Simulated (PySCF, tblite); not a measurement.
# C₅H₃ClFO radical: geometry, infrared bands and EPR parameters

What infrared bands and EPR parameters should C₅H₃ClFO radical (`C/C(=[C]/F)C(Cl)=C=O`) show?

Computed with tblite 0.8.0 and PySCF 2.14.0, with density-fitted response routines of our own, on a single molecule in the gas phase. Atoms count from 0, in the outputs and in this text.

## Step 1: The starting structure

11 atoms, charge 0, multiplicity 2; geometry from: force field or distance geometry start.

Bonds of the start (Å): C0–C1 1.48, C1–C2 1.31, C2–F3 1.35, C1–C4 1.47, C4–Cl5 1.75, C4–C6 1.33, C6–O7 1.24, C0–H8 1.10, C0–H9 1.12, C0–H10 1.11.

## Step 2: Geometry optimisation with GFN2-xTB

Job settings and geometry (Å):

```
{"job": {"kind": "relax", "xc": "GFN2-xTB", "basis": "xTB"}, "charge": 0, "multiplicity": 2}
C     -1.484300    -0.514500     0.076300
C     -0.302000     0.373900     0.085200
C     -0.442400     1.672800    -0.039800
F      0.572300     2.566200    -0.048600
C      1.001900    -0.273500     0.274500
Cl     1.483000    -1.037000     1.769500
C      1.874700    -0.293100    -0.732000
O      2.705500    -0.298500    -1.649600
H     -1.317600    -1.474000     0.588400
H     -2.300700     0.037400     0.618900
H     -1.785000    -0.757000    -0.968800
```

Launch:

```sh
> OMP_NUM_THREADS=1 python probes_run.py task.json out
```

This one command runs all jobs of the session in turn.

**Question.** This job is followed by: GFN2-xTB harmonic vibrations, gas phase; UKS B3LYP, pcH-1 on C Cl F H O, non-relativistic, mean-field spin-orbit, GIAO. What will the session give for the following? strongest single infrared mode (GFN2-xTB); zero-point energy (GFN2-xTB); g(iso) (B3LYP); ⟨S²⟩; largest a(iso) (averaged by class); potential on the surface of density 0.002 e/bohr³, 1st and 99th percentile.

The runs gave:

| quantity | value |
| --- | --- |
| strongest single infrared mode (GFN2-xTB) | 2235 cm⁻¹, 1209 km/mol |
| zero-point energy (GFN2-xTB) | 39.8 kcal/mol |
| g(iso) (B3LYP) | 2.00282 |
| ⟨S²⟩ | 0.760 (exact 0.75) |
| largest a(iso) (averaged by class) | 13C on C2, 562.0 MHz |
| potential on the surface of density 0.002 e/bohr³, 1st and 99th percentile | -0.63 V and 1.09 V |

**Reading.** Over 98 steps the energy fell by 0.519 eV; of the close pairs, C6–O7 changed most, 1.238 to 1.159 Å. No mode is imaginary among the 27: a minimum at this level. The strongest single mode, at 2235 cm⁻¹, moves mainly C6. GFN2-xTB is a fitted tight-binding method: band positions and strengths are rough. Its intensities can rank the bands wrongly. C2 carries the largest spin population, 0.95 e. The isotropic g lies 0.5 ppt above the free-electron value. These values are for one conformer; the search (at its own cheap level) found 2 more, at 0.24, 1.94 kcal/mol, and measured spectra average over such forms.
